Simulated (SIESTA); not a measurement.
Here is a SIESTA 5.4.2 calculation.

The input Sr2ZrFeO6.fdf:

```
SystemName                      Sr2ZrFeO6
SystemLabel                     Sr2ZrFeO6
NumberOfSpecies                 4
NumberOfAtoms                   10
%block ChemicalSpeciesLabel
  1  40 Zr
  2  38 Sr
  3  26 Fe
  4   8 O
%endblock ChemicalSpeciesLabel

LatticeConstant                 1.0 Ang
%block LatticeVectors
     0.0000000000     4.0533888700     4.0533888700
     4.0533888700     0.0000000000     4.0533888700
     4.0533888700     4.0533888700     0.0000000000
%endblock LatticeVectors
AtomicCoordinatesFormat         Fractional
%block AtomicCoordinatesAndAtomicSpecies
     0.5000000000     0.5000000000     0.5000000000  1  Zr
     0.7500000000     0.7500000000     0.7500000000  2  Sr
     0.2500000000     0.2500000000     0.2500000000  2  Sr
     0.0000000000     0.0000000000     0.0000000000  3  Fe
     0.7572413300     0.7572413300     0.2427586700  4  O
     0.2427586700     0.2427586700     0.7572413300  4  O
     0.7572413300     0.2427586700     0.7572413300  4  O
     0.2427586700     0.7572413300     0.2427586700  4  O
     0.2427586700     0.7572413300     0.7572413300  4  O
     0.7572413300     0.2427586700     0.2427586700  4  O
%endblock AtomicCoordinatesAndAtomicSpecies

%block kgrid.MonkhorstPack
    6   0   0  0.0
    0   6   0  0.0
    0   0   6  0.0
%endblock kgrid.MonkhorstPack
XC.Functional                   GGA
XC.Authors                      PBE
PAO.BasisSize                   DZP
PAO.EnergyShift                 0.003 Ry
Mesh.Cutoff                     800 Ry
Spin                            polarized
%block DM.InitSpin
    1   0.000
    2   0.000
    3   0.000
    4   3.000
    5   0.000
    6   0.000
    7   0.000
    8   0.000
    9   0.000
   10   0.000
%endblock DM.InitSpin
OccupationFunction              FD
ElectronicTemperature           0.05 eV
MaxSCFIterations                200
SCF.MustConverge                false
SCF.Mixer.Method                Pulay
SCF.Mixer.Weight                0.1
SCF.Mixer.History               10
SCF.DM.Tolerance                5.0e-05
SCF.H.Tolerance                 1.0e-03 eV
WriteForces                     true
Charge.Mulliken                 end
BandLinesScale                  ReciprocalLatticeVectors
%block BandLines
    1    0.000000   0.000000   0.000000  \Gamma
   12    0.500000   0.000000   0.500000  X
    6    0.500000   0.250000   0.750000  W
    4    0.375000   0.375000   0.750000  K
   13    0.000000   0.000000   0.000000  \Gamma
   11    0.500000   0.500000   0.500000  L
    8    0.625000   0.250000   0.625000  U
    4    0.500000   0.250000   0.750000  W
    9    0.500000   0.500000   0.500000  L
    8    0.375000   0.375000   0.750000  K
    1    0.625000   0.250000   0.625000  U
    4    0.500000   0.000000   0.500000  X
%endblock BandLines
%block PAO.Basis
  Zr 5
  n=4 0 2
    3.497 0.000
  n=5 0 2
    9.041 0.000
  n=4 1 2
    4.057 0.000
  n=5 1 1
    9.041
  n=4 2 2
    7.356 0.000
  Sr 5
  n=4 0 2
    3.897 0.000
  n=5 0 2
    9.500 0.000
  n=4 1 2
    4.631 0.000
  n=5 1 1
    9.500
  n=4 2 1
    7.000
  Fe 5
  n=3 0 2
    2.625 0.000
  n=4 0 2
    7.565 0.000
  n=3 1 2
    2.937 0.000
  n=4 1 1
    7.565
  n=3 2 2
    4.859 0.000
%endblock PAO.Basis
```

Potentials or basis: PseudoDojo 0.4 standard (PBE files), DZP (energy shift 0.003 Ry; two zetas on semicore shells; d shell added on Sr).

Run with:

```sh
$ siesta < Sr2ZrFeO6.fdf > Sr2ZrFeO6.out 2>&1
```

**Question.** What does it give for the largest force?

**Answer.** 0.418 eV/Å.

**Question.** What does it give for the pressure?

**Answer.** -2.5 GPa.

**Question.** Predict the band gap on the k mesh.

**Answer.** None (metal or under the smearing width).

**Question.** Predict the net moment.

**Answer.** 3.85 μB per cell.

Levels at the corners of the path, in eV from the Fermi level:
Spin up:
```
point  band 41  band 42  band 43  band 44  band 45  band 46  band 47  band 48
    Γ    -0.95    -0.95    -0.95    -0.72    -0.72     3.70     3.70     3.70
    X    -1.51    -1.51    -1.02    -0.72    -0.43     4.00     4.50     4.50
    W    -1.53    -1.36    -1.36    -0.49     0.16     4.18     4.18     4.49
    K    -1.50    -1.49    -1.20    -0.26     0.07     4.03     4.38     4.39
    Γ    -0.95    -0.95    -0.95    -0.72    -0.72     3.70     3.70     3.70
    L    -1.78    -1.50    -1.43     0.62     0.62     3.95     3.95     4.01
    U    -1.50    -1.49    -1.20    -0.26     0.07     4.03     4.38     4.39
    W    -1.53    -1.36    -1.36    -0.49     0.16     4.18     4.18     4.49
    L    -1.78    -1.50    -1.43     0.62     0.62     3.95     3.95     4.01
    K    -1.50    -1.49    -1.20    -0.26     0.07     4.03     4.38     4.39
    U    -1.50    -1.49    -1.20    -0.26     0.07     4.03     4.38     4.39
    X    -1.51    -1.51    -1.02    -0.72    -0.43     4.00     4.50     4.50
```
Spin down:
| point | band 37 | band 38 | band 39 | band 40 | band 41 | band 42 | band 43 | band 44 |
| --- | --- | --- | --- | --- | --- | --- | --- | --- |
| Γ | -1.27 | -0.76 | -0.75 | -0.75 | -0.04 | -0.04 | -0.04 | 1.53 |
| X | -2.20 | -1.55 | -1.55 | -0.83 | -0.03 | 0.81 | 0.81 | 1.53 |
| W | -2.13 | -2.07 | -1.31 | -1.31 | 0.50 | 0.50 | 0.80 | 1.74 |
| K | -2.03 | -1.86 | -1.77 | -1.02 | 0.28 | 0.71 | 0.75 | 1.88 |
| Γ | -1.27 | -0.76 | -0.75 | -0.75 | -0.04 | -0.04 | -0.04 | 1.53 |
| L | -1.58 | -1.58 | -1.33 | -1.25 | 0.45 | 0.55 | 0.55 | 2.48 |
| U | -2.03 | -1.86 | -1.77 | -1.02 | 0.28 | 0.71 | 0.75 | 1.88 |
| W | -2.13 | -2.07 | -1.31 | -1.31 | 0.50 | 0.50 | 0.80 | 1.74 |
| L | -1.58 | -1.58 | -1.33 | -1.25 | 0.45 | 0.55 | 0.55 | 2.48 |
| K | -2.03 | -1.86 | -1.77 | -1.02 | 0.28 | 0.71 | 0.75 | 1.88 |
| U | -2.03 | -1.86 | -1.77 | -1.02 | 0.28 | 0.71 | 0.75 | 1.88 |
| X | -2.20 | -1.55 | -1.55 | -0.83 | -0.03 | 0.81 | 0.81 | 1.53 |

Caveat: short orbitals over semicore shells can move pressures by several GPa; the basis of atomic orbitals isn't converged, which shifts pressures, moduli and gaps; a cell with one magnetic atom can't hold antiferromagnetic order, which such compounds often take; semilocal functionals often make such compounds metallic where correlation or magnetic order opens a gap, which also shifts bond lengths. With open d or f shells a metallic result of PBE can be an artefact of self-interaction; +U or a hybrid may open a gap.
